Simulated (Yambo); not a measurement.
# TiB2 (P6/mmm) in Yambo: notebook

The runs below take TiB2 through G0W0 quasiparticle levels, with PBEsol.

All numbers are computed with Yambo 5.3.0; they aren't measurements. Logs are shortened: lines on timing, memory, paths and dates and some standing lists are left out, and cuts for length are marked.

**1. Starting point**

The structure is hexagonal, space group P6/mmm (No. 191). Conventional cell: a = 3.029 Å, b = 3.029 Å, c = 3.228 Å, α = 90.00°, β = 90.00°, γ = 120.00°. Around Ti (site symmetry 6/mmm) lie 12 B at 2.38 Å. Around B (site symmetry -6m2) lie 3 B at 1.75 Å.

**2. G0W0 quasiparticle levels, PBEsol**

The input, g0w06.in:

```
gw0
dyson
el_el_corr
HF_and_locXC
ppa
em1d
EXXRLvcs= 84 Ry
VXCRLvcs= 84 Ry
Chimod= "HARTREE"
% BndsRnXp
 1 | 209 |
%
NGsBlkXp= 12 Ry
% LongDrXp
 1 | 1 | 1 |
%
PPAPntXp= 27.21138 eV
% GbndRnge
 1 | 209 |
%
GTermKind= "BG"
DysSolver= "n"
ExtendOut
% QPkrange
 1 | 1 | 7 | 10 |
 18 | 18 | 7 | 10 |
 28 | 28 | 7 | 10 |
%
```

The input, scf.in:

```
&CONTROL
  calculation = 'scf'
  prefix = 'pwscf'
  outdir = './tmp'
  pseudo_dir = './pseudo'
/
&SYSTEM
  ibrav = 0
  nat = 3
  ntyp = 2
  ecutwfc = 84
  nbnd = 15
  occupations = 'smearing'
  smearing = 'fd'
  degauss = 0.00367493
  force_symmorphic = .true.
/
&ELECTRONS
  conv_thr = 6d-10
  electron_maxstep = 120
  mixing_beta = 0.5
/
ATOMIC_SPECIES
Ti    47.8670 Ti.upf
B     10.8100 B.upf
CELL_PARAMETERS angstrom
   3.0292000000    0.0000000000    0.0000000000
  -1.5146000000    2.6233641531    0.0000000000
   0.0000000000    0.0000000000    3.2284000000
ATOMIC_POSITIONS angstrom
Ti     0.0000000000    0.0000000000    0.0000000000
B      1.5146000002    0.8744547176    1.6142000000
B     -0.0000000002    1.7489094355    1.6142000000
K_POINTS automatic
12 12 8 0 0 0
```

The input, nscf.in:

```
&CONTROL
  calculation = 'nscf'
  prefix = 'pwscf'
  outdir = './tmp'
  pseudo_dir = './pseudo'
/
&SYSTEM
  ibrav = 0
  nat = 3
  ntyp = 2
  ecutwfc = 84
  nbnd = 209
  occupations = 'smearing'
  smearing = 'fd'
  degauss = 0.00367493
  force_symmorphic = .true.
/
&ELECTRONS
  conv_thr = 1d-08
  diago_full_acc = .true.
  diago_thr_init = 1d-06
/
ATOMIC_SPECIES
Ti    47.8670 Ti.upf
B     10.8100 B.upf
CELL_PARAMETERS angstrom
   3.0292000000    0.0000000000    0.0000000000
  -1.5146000000    2.6233641531    0.0000000000
   0.0000000000    0.0000000000    3.2284000000
ATOMIC_POSITIONS angstrom
Ti     0.0000000000    0.0000000000    0.0000000000
B      1.5146000002    0.8744547176    1.6142000000
B     -0.0000000002    1.7489094355    1.6142000000
K_POINTS automatic
6 6 6 0 0 0
```

Potentials or basis: PseudoDojo 0.4.1 SR PBEsol standard.

Run with:

```console
$ OMP_NUM_THREADS=1 pw.x -in scf.in > scf.out
$ OMP_NUM_THREADS=1 pw.x -in nscf.in > nscf.out
$ cd tmp/pwscf.save; p2y; mv SAVE ../..; cd ../..
$ OMP_NUM_THREADS=1 yambo
$ OMP_NUM_THREADS=1 yambo -F g0w06.in -J g0w06 -C g0w06_out
```

Yambo's report:

```text
[... sections 02.01 to 02.04 as in the set-up run ...]

[... 5 lines left out ...]
  [X] Bosonic    Temperature                        :  0.258606E-1   300.100    [eV K]
  [X] Finite Temperature mode                       : yes
  [X] El. density                                   :  0.70161E+24 [cm-3]
  [X] Fermi Level                                   :  14.85484 [eV]

  [X] === Gaps and Widths ===
  [X] Conduction Band Min                           :  14.85484 [eV]
  [X] Valence Band Max                              :  14.85484 [eV]
  [X] Filled Bands                                  :   8
  [X] Metallic Bands                                :   9  10
  [X] Empty Bands                                   :   11  209

  [X] === Metallic Characters ===
  [X] N of el / N of met el                         :  18.00000   1.88656
  [X] Average metallic occ.                         :  0.235820

  [WARNING] [X] Metallic system

 [03] Transferred momenta grid and indexing
 ==========================================

 IBZ Q-points                                      :  28
 BZ  Q-points                                      :  216

 K/Q-points units:
 rlu = crystal or reduced units; cc = cartesian coordinates; iku = interal k-units

 Q [ 1]         [rlu]:  0.000000  0.000000  0.000000
 Q [ 2]         [rlu]:  0.000000  0.000000  0.166667
 Q [ 3]         [rlu]:  0.000000  0.000000  0.333333
 Q [ 4]         [rlu]:  0.000000  0.000000 -0.500000
 Q [ 5]         [rlu]:  0.48442E-17  0.16667       0.0000
 Q [ 6]         [rlu]:  0.48442E-17  0.16667      0.16667
 Q [ 7]         [rlu]:  0.48442E-17  0.16667      0.33333
 Q [ 8]         [rlu]:  0.48442E-17  0.16667     -0.50000
 Q [ 9]         [rlu]:  0.96884E-17  0.33333       0.0000
 Q [10]         [rlu]:  0.96884E-17  0.33333      0.16667
 Q [11]         [rlu]:  0.96884E-17  0.33333      0.33333
 Q [12]         [rlu]:  0.96884E-17  0.33333     -0.50000
 Q [13]         [rlu]: -0.14533E-16 -0.50000       0.0000
 Q [14]         [rlu]: -0.14533E-16 -0.50000      0.16667
 Q [15]         [rlu]: -0.14533E-16 -0.50000      0.33333
[... 11 lines left out ...]
 Q [27]         [rlu]:  0.333333  0.333333  0.333333
 Q [28]         [rlu]:  0.333333  0.333333 -0.500000

 [04] Dipoles
 ============

  [04.01] Setup: observables and procedures
  =========================================

  [WF-Oscillators/G space/Transverse up loader] Normalization (few states)  min/max  :  0.34694E-16   1.0000

  [WR./g0w06//ndb.dipoles]--------------------------------------------------------
   Brillouin Zone Q/K grids (IBZ/BZ)                :   28  216   28  216
   RL vectors                                       :  2869 [WF]
   Fragmentation                                    : yes
   Electronic Temperature                           :  300.1000 [K]
   Bosonic    Temperature                           :  300.1000 [K]
   DIP band range                                   :    1  209
   DIP band range limits                            :  10   9
   DIP e/h energy range                             : -1.000000 -1.000000 [eV]
   RL vectors in the sum                            :  2869
   [r,Vnl] included                                 : yes
   Bands ordered                                    : yes
   Direct v evaluation                              : no
   Approach used                                    : G-space v
   Dipoles computed                                 : R V P [G-space]
   Wavefunctions                                    : Perdew, Burke & Ernzerhof SOL(X)+Perdew, Burke & Ernzerhof SOL(C)

 [05] Dynamic Dielectric Matrix (PPA)
 ====================================

 [WR./g0w06//ndb.pp]-------------------------------------------------------------
  Brillouin Zone Q/K grids (IBZ/BZ)                :   28  216   28  216
  RL vectors                                       :  2869 [WF]
  Coulomb cutoff potential                         : none
  Fragmentation                                    : yes
  Electronic Temperature                           :  300.1000 [K]
  Bosonic    Temperature                           :  300.1000 [K]
  PPA    diel. fun.  energies                      : Perdew, Burke & Ernzerhof SOL(X)+Perdew, Burke & Ernzerhof SOL(C)
  wavefunctions                                    : Perdew, Burke & Ernzerhof SOL(X)+Perdew, Burke & Ernzerhof SOL(C)
  Global Gauge                                     : length
  X matrix size                                    :  145
  X band range                                     :    1  209
  X e/h energy range                               : -1.000000 -1.000000 [eV]
  X Time ordering                                  : R
  X Hxc Kernel                                     : HARTREE
  X Drude frequency                                :  0.000000  0.000000
  X poles                                          :  100.0000 [o/o]
[... 92 lines left out ...]
  Corrections @ K [28] :  [eV]
 <7|nlXC|7> = -17.01758 -0.66730E-17 <7|lXC|7> = -13.50726  0.24356E-16
 <8|nlXC|8> = -15.91662 -0.25389E-17 <8|lXC|8> = -14.03299 -0.14014E-16
 <9|nlXC|9> = -15.91662 -0.58302E-17 <9|lXC|9> = -14.03299  0.42435E-15
 <10|nlXC|10> = -12.79539 -0.16366E-17 <10|lXC|10> = -21.23990  0.16522E-15

  [06.01] Hartree-Fock occupations report
  =======================================

  [Hartree-Fock] === General ===
  [Hartree-Fock] Electronic Temperature             :  0.258606E-1   300.100    [eV K]
  [Hartree-Fock] Bosonic    Temperature             :  0.258606E-1   300.100    [eV K]
  [Hartree-Fock] Finite Temperature mode            : yes
  [Hartree-Fock] El. density                        :  0.70161E+24 [cm-3]
  [Hartree-Fock] Fermi Level                        :  14.85484 [eV]

  [Hartree-Fock] === Gaps and Widths ===
  [Hartree-Fock] Conduction Band Min                :  14.85484 [eV]
  [Hartree-Fock] Valence Band Max                   :  14.85484 [eV]
  [Hartree-Fock] Filled Bands                       :   8
  [Hartree-Fock] Metallic Bands                     :   9  10
  [Hartree-Fock] Empty Bands                        :   11  209

  [Hartree-Fock] === Metallic Characters ===
  [Hartree-Fock] N of el / N of met el              :  18.00000   1.88656
  [Hartree-Fock] Average metallic occ.              :  0.235820

  [WARNING] [Hartree-Fock] Metallic system

 [07] Dyson equation: Newton solver
 ==================================

 [WARNING] Response block size in GW reduced to 145     RL (6152    mHa)

  [07.01] G0W0 (W PPA)
  ====================

  [  GW  ] Bands range     :    1  209
  [GW/PPA] G damping       :  0.100000 [eV]

  QP @ state[ 1 ] K range:  1  1
  QP @ state[ 1 ] b range:   7  10
  QP @ state[ 2 ] K range:  18  18
  QP @ state[ 2 ] b range:   7  10
  QP @ state[ 3 ] K range:  28  28
  QP @ state[ 3 ] b range:   7  10
[... 99 lines left out ...]
   :: Time ordering fails/rest    :  0.501535
   :: Mean rel dev of PP cond     :  0.365102
   Current Q-pt index             :  26
   :: PP condition fails/total    :  0.347491
   :: Time ordering fails/rest    :  0.500182
   :: Mean rel dev of PP cond     :  0.347607
   Current Q-pt index             :  27
   :: PP condition fails/total    :  0.353389
   :: Time ordering fails/rest    :  0.500110
   :: Mean rel dev of PP cond     :  0.353501
   Current Q-pt index             :  28
   :: PP condition fails/total    :  0.348157
   :: Time ordering fails/rest    :  0.499745
   :: Mean rel dev of PP cond     :  0.348257

  [07.02] QP properties and I/O
  =============================

  Legend (energies in eV)
  - B  : Band       - Eo  : bare energy
  - E  : QP energy  - Z   : Renormalization factor
  - So : Sc(Eo)     - S   : Sc(E)
  - dSp: Sc derivative precision

  - lXC: Local XC (Perdew, Burke & Ernzerhof SOL(X)+Perdew, Burke & Ernzerhof SOL(C))
  -nlXC: non-Local XC (Hartree-Fock)

  QP [eV] @ K [1] (iku):  0.000000  0.000000  0.000000
   B=7 Eo= -2.36 E= -2.36 E-Eo= -0.00 Re(Z)=0.78 Im(Z)=-0.202836E-2 nlXC= -16.3231 lXC= -14.9383 So=  1.38052
   B=8 Eo= -2.08 E= -2.31 E-Eo= -0.23 Re(Z)=0.79 Im(Z)=-0.892314E-3 nlXC= -14.8580 lXC= -13.1679 So=  1.39989
   B=9 Eo= -1.91 E= -1.65 E-Eo=  0.26 Re(Z)=0.78 Im(Z)=-0.141256E-2 nlXC= -15.4787 lXC= -15.8577 So=-0.375852E-1
   B=10 Eo=  2.15 E=  2.82 E-Eo=  0.67 Re(Z)=0.75 Im(Z)=-0.295515E-2 nlXC= -13.2098 lXC= -20.7786 So= -6.67400

  QP [eV] @ K [18] (iku):  0.166667  0.250000  0.166667
   B=7 Eo= -4.06 E= -4.19 E-Eo= -0.13 Re(Z)=0.79 Im(Z)=-0.791248E-2 nlXC= -16.3581 lXC= -13.9750 So=  2.22340
   B=8 Eo= -3.38 E= -3.51 E-Eo= -0.13 Re(Z)=0.78 Im(Z)=-0.155359E-2 nlXC= -15.8666 lXC= -13.7951 So=  1.90207
   B=9 Eo= -0.08 E=  0.29 E-Eo=  0.36 Re(Z)=0.78 Im(Z)=-0.124113E-2 nlXC= -14.8087 lXC= -17.1338 So= -1.85735
   B=10 Eo=  0.02 E=  0.38 E-Eo=  0.36 Re(Z)=0.77 Im(Z)=-0.127564E-2 nlXC= -13.4979 lXC= -17.1900 So= -3.23252

  QP [eV] @ K [28] (iku):  0.333333  0.500000 -0.500000
   B=7 Eo= -5.48 E= -5.76 E-Eo= -0.28 Re(Z)=0.76 Im(Z)=  0.03469 nlXC=-17.01758 lXC=-13.50726 So=  3.14282
   B=8 Eo= -2.93 E= -3.02 E-Eo= -0.09 Re(Z)=0.78 Im(Z)=-0.683444E-3 nlXC= -15.9166 lXC= -14.0330 So=  1.76529
   B=9 Eo= -2.93 E= -3.02 E-Eo= -0.09 Re(Z)=0.78 Im(Z)=-0.646926E-3 nlXC= -15.9166 lXC= -14.0330 So=  1.76739
   B=10 Eo=  2.77 E=  3.40 E-Eo=  0.63 Re(Z)=0.73 Im(Z)=-0.307857E-2 nlXC= -12.7954 lXC= -21.2399 So= -7.58291

  [WR./g0w06//ndb.QP]-------------------------------------------------------------
   Lattice constants                                :  5.724358  4.957440  6.100792
   Coulomb cutoff potential                         : none
   Electronic Temperature                           :  300.1000 [K]
   Bosonic    Temperature                           :  300.1000 [K]
   Green`s function   energies                      : Perdew, Burke & Ernzerhof SOL(X)+Perdew, Burke & Ernzerhof SOL(C)
   wavefunctions                                    : Perdew, Burke & Ernzerhof SOL(X)+Perdew, Burke & Ernzerhof SOL(C)
   PPA    diel. fun.  energies                      : Perdew, Burke & Ernzerhof SOL(X)+Perdew, Burke & Ernzerhof SOL(C)
   wavefunctions                                    : Perdew, Burke & Ernzerhof SOL(X)+Perdew, Burke & Ernzerhof SOL(C)
   QP tot states                                    :  12
   GW solver                                        : Newton
   GW approximation                                 : PPA
   PPA imaginary Energy                             :  27.21138 ev
   dS/dw steps                                      :  2
   dS/dw step                                       :  0.100000 ev
   X G`s                                            :  145 used
   X G`s                                            :  145 disk
   X bands                                          :    1  209
   X poles                                          :  100.0000 o/o
   X e/h E range                                    : -1.000000 -1.000000 ev
   X Hxc Kernel                                     : HARTREE
   X BZ energy Double Grid                          : no
   X Optical Averaged directions                    : none
   Sc/G bands                                       :    1  209
   Sc/G damping                                     :  0.100000 ev
   Sc bands terminator                              : yes
   Sc terminator kind                               : BG
   Sc Terminator pole                               :  40.81708
   Sx RL components                                 :  2267

   QP @ state[ 1 ] K range                          :  1  1
   QP @ state[ 1 ] b range                          :   7  10
   QP @ state[ 2 ] K range                          :  18  18
   QP @ state[ 2 ] b range                          :   7  10
   QP @ state[ 3 ] K range                          :  28  28
   QP @ state[ 3 ] b range                          :   7  10
   GF energies kind                                 : Perdew, Burke & Ernzerhof SOL(X)+Perdew, Burke & Ernzerhof SOL(C)
   GF WF`s kind                                     : Perdew, Burke & Ernzerhof SOL(X)+Perdew, Burke & Ernzerhof SOL(C)
   Xs energies kind                                 : Perdew, Burke & Ernzerhof SOL(X)+Perdew, Burke & Ernzerhof SOL(C)
   Xs WF`s kind                                     : Perdew, Burke & Ernzerhof SOL(X)+Perdew, Burke & Ernzerhof SOL(C)
```

Run time: 34 min. Hardware: 1 thread of Arm Neoverse V2, shared host; peak memory 0.96 GiB.

What came out:

```yaml
Band_gap_on_the_k_mesh_mean-field_level: none (metal or under the smearing width)
```

Quasiparticle terms (eV):
| k point | band | Kohn-Sham level | Vxc | Σx | Σc | Z | result |
| --- | --- | --- | --- | --- | --- | --- | --- |
| (0.000, 0.000, 0.000) | 7 | -2.36 | -14.94 | -16.32 | 1.38 | 0.78 | -2.36 |
| (0.000, 0.000, 0.000) | 8 | -2.08 | -13.17 | -14.86 | 1.40 | 0.79 | -2.31 |
| (0.000, 0.000, 0.000) | 9 | -1.91 | -15.86 | -15.48 | -0.04 | 0.78 | -1.65 |
| (0.000, 0.000, 0.000) | 10 | 2.15 | -20.78 | -13.21 | -6.67 | 0.75 | 2.82 |
| (0.167, 0.167, 0.167) | 7 | -4.06 | -13.97 | -16.36 | 2.22 | 0.79 | -4.19 |
| (0.167, 0.167, 0.167) | 8 | -3.38 | -13.80 | -15.87 | 1.90 | 0.78 | -3.51 |
| (0.167, 0.167, 0.167) | 9 | -0.08 | -17.13 | -14.81 | -1.86 | 0.78 | 0.29 |
| (0.167, 0.167, 0.167) | 10 | 0.02 | -17.19 | -13.50 | -3.23 | 0.77 | 0.38 |
| (0.333, 0.333, -0.500) | 7 | -5.48 | -13.51 | -17.02 | 3.14 | 0.76 | -5.76 |
| (0.333, 0.333, -0.500) | 8 | -2.93 | -14.03 | -15.92 | 1.77 | 0.78 | -3.02 |
| (0.333, 0.333, -0.500) | 9 | -2.93 | -14.03 | -15.92 | 1.77 | 0.78 | -3.02 |
| (0.333, 0.333, -0.500) | 10 | 2.77 | -21.24 | -12.80 | -7.58 | 0.73 | 3.40 |

Caveat: the k mesh is coarse (spacing up to 0.40 Å⁻¹), so the values aren't converged; the plasmon-pole model is rough for a metal; the ground state has no gap, which makes the many-body step unreliable; this version prints the column dSc/dw multiplied by 27.2; the terminator is approximate in this version, by hundredths of an eV.

(Part 1 of 2 ends here.)
